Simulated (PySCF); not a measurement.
**NaZn: from the state search to spectroscopic constants**

An exercise on one series of results from a longer session: the logs are not shown, and one member is left open.

Computed with PySCF 2.14.0. Level: Na 6-31G(d,p), Zn 6-31G(d,p), no relativity.

The first run:

A driver script around PySCF takes these settings:

```yaml
atoms: Na, Zn
charge: 0
basis: Na 6-31G(d,p), Zn 6-31G(d,p)
Hamiltonian: no relativity
basis_functions: 52
electrons_treated: 41
masses_in_u: 22.9898, 63.9291
levels: PBE0, PBE, r²SCAN, LDA, r²SCAN0, revPBE, HF, MP2, SCS-MP2
grid: 80 radial by 434 angular points
occupations: held fixed by the projection of orbital angular momentum
dissociation_limit: Na + Zn, each in its ground configuration
starting_distance_in_angstrom: 2.765
values_of_2S_to_try: 1, 3
```

Steps of the session up to this table: The job; PBE0 along the bond; Other states along the same grid; PBE (GGA); r²SCAN; LDA; r²SCAN0; revPBE; UHF (mean field).

One of the session's tables, all rows but one given; the rest of the session is left out.

It belongs to the step «The curves together». Energy (eV) from each level's lowest point:

| R (Å) | UHF | UHF-MP2 | UHF-SCS-MP2 | LDA | PBE |
| --- | --- | --- | --- | --- | --- |
| 2.435 | 0.499 | 0.274 | 0.294 | 0.105 | 0.161 |
| 2.548 | 0.316 | 0.129 | 0.146 | 0.024 | 0.054 |
| 2.661 | 0.191 | 0.048 | 0.060 | 0.000 | 0.008 |
| 2.746 | 0.127 | 0.016 | 0.024 | 0.007 | 0.000 |
| 2.831 | 0.081 | 0.002 | 0.006 | 0.029 | 0.008 |
| 2.916 | 0.049 | 0.000 | 0.000 | 0.060 | 0.028 |
| 3.029 | 0.023 | 0.010 | 0.005 | 0.111 | 0.065 |
| 3.171 | 0.006 | 0.031 | 0.021 | 0.179 | 0.119 |
| 3.341 | ? | ? | ? | ? | ? |
| 3.567 | 0.000 | 0.093 | 0.071 | 0.352 | 0.263 |

Estimate the missing values for R (Å) = 3.341.

Worked estimate for «UHF». A straight line through the neighbours (3.171, 0.006) and (3.567, 0.000) gives 0.006 + (0.000 − 0.006) × (3.341 − 3.171) / (3.567 − 3.171) = 0.003; a parabola fitted to 3 rows on both sides gives -0.004.

**Answer.** UHF: 0.000; UHF-MP2: 0.061; UHF-SCS-MP2: 0.044; LDA: 0.259; PBE: 0.185. In «UHF» the line misses by +0.003 and the parabola by -0.004. Between these rows the values bend or scatter more than so simple an estimate can follow.

State 2 has its PBE0 minimum 0.98 eV higher. State 3 has its PBE0 minimum 3.47 eV higher. The other levels ran on the lowest alone.
